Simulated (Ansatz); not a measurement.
## BBrH3N, SMILES NBBr: a short molecular-dynamics run, step by step

Computed with Ansatz's Python interface.

Run as a notebook:

**Cell 1**
```python
import ansatz as az
from ase import Atoms
import numpy as np

atoms = Atoms(["N", "B", "Br", "H", "H", "H"], positions=[
    (-0.4731, -0.0698, -0.7616),
    (0.2609, 0.0801, 0.5221),
    (-0.264, 1.4682, 1.864),
    (-0.8146, -0.9906, -0.8299),
    (0.1645, 0.0813, -1.5722),
    (1.1684, -0.6332, 0.7313),
])
geometry = az.Crystal.molecule_from_ase(atoms)
```

**Cell 2**
```python
calc = (
    geometry.calculation()
    .basis(gaussian="def2-SVP")
    .functional("pbe0")
    .md("nve", timestep=1.0, steps=40, temperature=300, initial_velocities="maxwell_boltzmann", seed=12)
)
frames = []
calc.session().plan().execute(on_event=lambda e: frames.append(e["data"]) if e["event"] == "md_step" else None)
print("t (fs)   E_pot (eV)      E_kin (eV)   T (K)   d(0-1) (A)")
for f in frames[::3]:
    xyz = np.array(f["positions_ang"])
    print(f"{f['time_fs']:6.2f} {f['lagrangian_ev']:14.5f} {f['e_kin_ev']:10.5f} {f['temperature_k']:8.1f} {np.linalg.norm(xyz[0] - xyz[1]):9.4f}")
kept = np.array([f["conserved_ev"] for f in frames])
print(f"conserved energy moves by at most {1000 * np.ptp(kept):.3f} meV")
symbols = [site.symbol for site in geometry.cartesian_sites]
with open("last_frame.xyz", "w") as handle:
    handle.write(f"{len(symbols)}\nt = {frames[-1]['time_fs']} fs\n")
    handle.writelines("{:2s} {:10.5f} {:10.5f} {:10.5f}\n".format(s, *xyz) for s, xyz in zip(symbols, frames[-1]["positions_ang"]))
```
Output:
```text
t (fs)   E_pot (eV)      E_kin (eV)   T (K)   d(0-1) (A)
  0.00   -72241.43545    0.15511    300.0    1.4863
  3.00   -72241.47528    0.18950    366.5    1.4842
  6.00   -72241.40283    0.12439    240.6    1.4686
  9.00   -72241.45417    0.17082    330.4    1.4484
 12.00   -72241.42372    0.13948    269.8    1.4302
 15.00   -72241.38887    0.11023    213.2    1.4196
 18.00   -72241.50109    0.21730    420.3    1.4254
 21.00   -72241.60701    0.32137    621.6    1.4475
 24.00   -72241.58146    0.30383    587.6    1.4703
 27.00   -72241.73656    0.45230    874.8    1.4756
 30.00   -72241.92867    0.64374   1245.1    1.4544
 33.00   -72242.09203    0.81245   1571.3    1.4129
 36.00   -72242.37380    1.08736   2103.1    1.3735
 39.00   -72242.44128    1.15561   2235.0    1.3495
conserved energy moves by at most 9.861 meV
```

`last_frame.xyz`, as written:
```text
6
t = 40.0 fs
N    -0.42393   -0.07015   -0.62237
B     0.28705    0.18680    0.49172
Br   -0.27075    1.44062    1.84216
H    -1.36125    0.29540   -0.90651
H    -0.01284   -0.82761   -1.15782
H     1.46386    0.03653    0.51602
```

What to keep in mind:
- The settings weren't tested for convergence.
- The trajectory is only some femtoseconds long, so its temperature is not equilibrated; where the script doesn't relax first, it starts from a rough generated geometry.
- The temperature counts the internal degrees of freedom alone.
- With hydrogen a step over 0.5 fs is long.
- The whole script took 54 s on 1 thread of Intel(R) Xeon(R) 6975P-C (Granite Rapids), on a shared host, peak memory 0.22 GiB.

(Lines on the test bed's own set-up are left out of the output.)
